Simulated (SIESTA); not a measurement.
## Er3Ge under changes of volume

One of the cells (24.904 Å³/atom); the others are scaled copies at fixed shape and fractional positions:

```
CELL_PARAMETERS angstrom
-2.21844 2.21844 5.06029
2.21844 -2.21844 5.06029
2.21844 2.21844 -5.06029
ATOMIC_POSITIONS crystal
Er 0.50000 0.50000 0.00000
Er 0.25000 0.75000 0.50000
Er 0.75000 0.25000 0.50000
Ge 0.00000 0.00000 0.00000
```

The cell comes from a database or a generator and needn't be the stable form of this composition.

* Program: SIESTA 5.4.2
* Functional: LDA
* Potentials or basis: PseudoDojo 0.4 standard with PseudoDojo 3+ lanthanides (4f in the core) (PBE and LDA files)
* Basis: DZP (energy shift 0.003 Ry; two zetas on semicore shells)
* Grid cutoff: 800 Ry
* Energy shift: 0.003 Ry
* k mesh: 6 × 6 × 6
* Occupations: fermi-dirac, width 0.05 eV
* Spin: collinear spin, ferromagnetic start
* Starting moments: [3.0, 3.0, 3.0, 0.0] μB

```csv
volume (Å³/atom),energy over the lowest point (meV/atom),pressure (GPa)
23.887,0.00,-2.4
24.396,9.31,-3.5
24.904,22.07,-4.6
25.412,37.90,-5.4
25.920,?,?
```

Q: What does the run at 25.920 Å³/atom give?

A: Energy over the lowest point 56.49 meV/atom; pressure -6.3 GPa.

Worked out: A Birch-Murnaghan fit of order 2 (a polynomial in V^(-2/3)) to the other rows has no minimum within the range. It gives 56.51 meV/atom at 25.920 Å³/atom, against the run's 56.49, and -dE/dV = -6.3 GPa, against -6.3.

Energies are extrapolated to zero smearing.

Caveats: the magnetic or orbital state may not be the lowest; the potentials were made for another functional, which shifts forces and pressure; short orbitals over semicore shells can move pressures by several GPa; the basis of atomic orbitals isn't converged, which shifts pressures, moduli and gaps.
